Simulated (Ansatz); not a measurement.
# GeHF (triplet): wave-function methods side by side, cc-pVTZ

How much of the correlation energy of GeHF (triplet) does each wave-function method recover here?

Method: cc-pVTZ, core rule «outside noble gas», up to 15 orbitals frozen; program: Ansatz 0.2.0, Gaussian basis.

Plan: UHF; CCSD(T) on ROHF; CCSD(T) on UHF; BCCD(T) on ROHF; CCSDT(Q) on ROHF; CCSDT(Q) on UHF.

14 further runs of the same task are left out: 10 for a known fault of the program, 4 set aside as unsound or not needed.

## (1) The geometry

The geometry is a PBE0/def2-TZVP stationary point (not a proven minimum). No spin-orbit coupling is included. The filled d shell of Ge may be among the frozen orbitals whatever the setting's name suggests; the logs give the count.

3 atoms, charge 0, spin multiplicity 3.

Atoms are counted from 1 here; the program's logs count them from 0.

Bond lengths: Ge1–F2 1.745 Å, Ge1–H3 1.562 Å. Angles: F2–Ge1–H3 113.0°.

Coordinates:

```xyz
3

Ge    0.0000   -0.0395    0.3494
F     0.0000    0.0792   -1.3917
H     0.0000    1.3536    1.0549
```

## (2) UHF

Input file in.yaml:

```yaml
crystal:
  periodic: [false, false, false]
  atoms:
    - {symbol: Ge, position_ang: [0.000000, -0.039495, 0.349357]}
    - {symbol: F, position_ang: [0.000000, 0.079196, -1.391730]}
    - {symbol: H, position_ang: [0.000000, 1.353574, 1.054945]}
basis:
  gaussian: {orbitals: cc-pVTZ}
magnetization: {spin_polarized: true, initial_magnetization: 2}
hamiltonian: {xc: hf}
output: {orbitals: {seedname: orbitals}}
```

Command:

```sh
> ansatz run in.yaml --threads 1 --pin off --events-out ev --progress --plain --max-ram 2816MiB --backend cpu
```

Further steps of the session: CCSD(T) on ROHF; CCSD(T) on UHF; BCCD(T) on ROHF; CCSDT(Q) on ROHF; CCSDT(Q) on UHF.

**Question.** What will the summary of the whole plan be? Wanted: UCCSDT(Q) below the RHF energy; RMP2 from UCCSDT(Q); UMP2 from UCCSDT(Q); RCCSD from UCCSDT(Q); RCCSD(T) from UCCSDT(Q); UCCSD(T) from UCCSDT(Q); RCCSDT(Q) from UCCSDT(Q); T1 diagnostic.

The runs gave:

```
                         quantity                                                   value
   UCCSDT(Q) below the RHF energy                                              -9.7512 eV
              RMP2 from UCCSDT(Q)                                              +645.7 meV
              UMP2 from UCCSDT(Q)                                              +623.3 meV
             RCCSD from UCCSDT(Q)                                              +336.5 meV
          RCCSD(T) from UCCSDT(Q)                                               +41.5 meV
          UCCSD(T) from UCCSDT(Q)                                               +28.0 meV
         RCCSDT(Q) from UCCSDT(Q)                                               +17.1 meV
levels within 1 kcal/mol (43 meV)  RCCSD(T), UCCSD(T), BCCD(T), RCCSDT, UCCSDT, RCCSDT(Q)
                    T1 diagnostic                                                   0.024
```

In words: RCCSD(T) misses by +41.5 meV, 0.4 % of the correlation energy. These misses are within one basis, not against nature; the frozen cores of restricted and unrestricted runs differ, which can shift their rows.
